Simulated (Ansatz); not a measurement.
# Ga180N180, 360 atoms: a scaling test

Wanted: the time that a single point at PBE takes for Ga180N180, and how the time changes with the share of the machine.

Program: Ansatz 0.2.0 (single point, PBE, plane waves PAW). Host: AMD EPYC 7R13 (Zen 3), 96 cores, 96 hardware threads, 1656 GiB, 8 × H100 80GB HBM3, 81559 MiB; it was booked for these runs alone, one at a time. Each run is timed once from launch to exit, start-up included.

### Step 1. What is computed

The cell holds 360 atoms in 4116 Å³, 6×5×3 copies of a database cell, with the atoms displaced at random so that no symmetry is left.

### Step 2. First run

Input file input.yaml:

```yaml
crystal:
  lattice:
    - [19.133580, 0.000000, 0.000000]
    - [-7.972325, 13.808475, 0.000000]
    - [0.000000, 0.000000, 15.577071]
  atoms:
    - { symbol: Ga, position: [0.115999, 0.065004, 0.167375] }
    - { symbol: Ga, position: [0.055862, 0.135429, 0.329428] }
    - { symbol: "N", position: [0.110244, 0.064781, 0.289212] }
    - { symbol: "N", position: [0.053791, 0.132048, 0.124569] }
    - { symbol: Ga, position: [0.109216, 0.067725, 0.498289] }
    - { symbol: Ga, position: [0.048870, 0.136320, 0.665355] }
    - { symbol: "N", position: [0.109557, 0.067340, 0.625896] }
    - { symbol: "N", position: [0.055666, 0.131190, 0.459131] }
    - { symbol: Ga, position: [0.107897, 0.070288, 0.829778] }
    - { symbol: Ga, position: [0.055124, 0.133381, 1.000257] }
    - { symbol: "N", position: [0.110596, 0.067878, 0.949305] }
    - { symbol: "N", position: [0.055067, 0.132607, 0.790525] }
# [... 344 more atoms ...]
    - { symbol: Ga, position: [0.942680, 0.866163, 0.831136] }
    - { symbol: Ga, position: [0.888864, 0.930873, 1.000421] }
    - { symbol: "N", position: [0.945635, 0.867799, 0.957203] }
    - { symbol: "N", position: [0.890623, 0.929500, 0.790324] }
kpoints:
  mp_grid: { grid: [1, 1, 1] }
hamiltonian:
  xc: pbe
  pseudopotentials: { azcp: { folder: soft_1 } }
scf:
  occupations: { method: fixed }
output: { forces: true }
```

On the command line:

```bash
$ ansatz run input.yaml --backend cuda --devices 0,1,2,3,4,5,6,7 --events-out ev --progress --plain --runs-dir out
```

### Step 3. On 1 GPU, 48 threads

input.yaml is that of step 2.

(Steps that only read results are left out.)

Q: Predict the timings and the best choice. Wanted: reference; fastest over GPUs; speed-up from 1 to 8 GPUs.

**Answer**, as computed:

| quantity | value |
| --- | --- |
| reference | 9.2 s on 8 GPUs, 48 threads |
| fastest over GPUs | 4.7 s on 1 |
| speed-up from 1 to 8 GPUs | 0.51 (6 % efficient) |

8 GPUs are no faster than 1: the job is too small for them. The figures hold for this build, input and host.
